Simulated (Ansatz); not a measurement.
This script drives Ansatz 0.2.0 through its Python package.

Script `field.py`:
```python
# -*- coding: utf-8 -*-
'''Dipole of BGaH5NSi in the field of point charges.'''

import ansatz as az
import numpy as np

GEOMETRY = '''
B     0.40100    1.50020   -0.55260
N    -0.09340    0.20150   -1.12820
Si    0.14980   -1.01390    0.13960
Ga   -1.22270    0.78740    0.96890
H     1.38040    1.99580   -0.21590
H    -1.12220    0.28090   -1.27400
H     1.65350   -1.18340    0.37980
H    -0.36080   -2.28280   -0.26970
H    -0.69720   -0.33190    1.93510
'''

bgah5nsi = az.Crystal.molecule()
for line in GEOMETRY.strip().splitlines():
    symbol, *xyz = line.split()
    bgah5nsi = bgah5nsi.atom(symbol, [float(v) for v in xyz])

model = (
    bgah5nsi.calculation()
    .basis(gaussian='def2-SVPD')
    .functional('PBE0')
    .forces()
)
# charges +q and -q at -R and +R make a nearly even field 2 k q / R^2 at the centre
centre = np.mean([site.position_ang for site in bgah5nsi.cartesian_sites], axis=0)
field = 2 * 14.399645 * 3.0 / 40.0 ** 2


def dipole(axis, sign):
    arm = 40.0 * np.eye(3)[axis]
    pair = [{'charge': sign * 3.0, 'position_ang': (centre - arm).tolist()}, {'charge': -sign * 3.0, 'position_ang': (centre + arm).tolist()}]
    deck = model.input().set(az.key.basis.gaussian.point_charges, pair)
    return np.array(az.Session.from_dict(deck).plan().execute().report['charge_distribution']['dipole_moment_e_ang'])


print(f'field {field:.4f} V/A')
alpha = np.array([(dipole(axis, 1) - dipole(axis, -1)) / (2 * field) * 14.399645 for axis in range(3)])
print('polarisability tensor (A^3)')
print(np.array2string(alpha, precision=3, suppress_small=True))
print(f'mean {np.trace(alpha) / 3:.3f} A^3 = {np.trace(alpha) / 3 / 0.14818471:.2f} bohr^3')
```

It is started by `python field.py`. Estimate its wall time and peak memory on 1 thread of Arm Neoverse V1 (shared host).

It took about 99 s, with a peak of 0.43 GiB, for 6 runs of the engine.

```console
$ python field.py
field 0.0540 V/A
polarisability tensor (A^3)
[[18.048 -1.911 -2.344]
 [-1.901 16.26  -0.024]
 [-2.34  -0.025 13.579]]
mean 15.963 A^3 = 107.72 bohr^3
```

The settings weren't tested for convergence. The geometry is a force-field or estimated start, not a minimum of this method, and the basis set is short of its limit. The field of two point charges is only nearly even.

(A comment or docstring line of the script was reworded after the run, the code is as it ran; lines on the test bed's own set-up are left out of the output.)
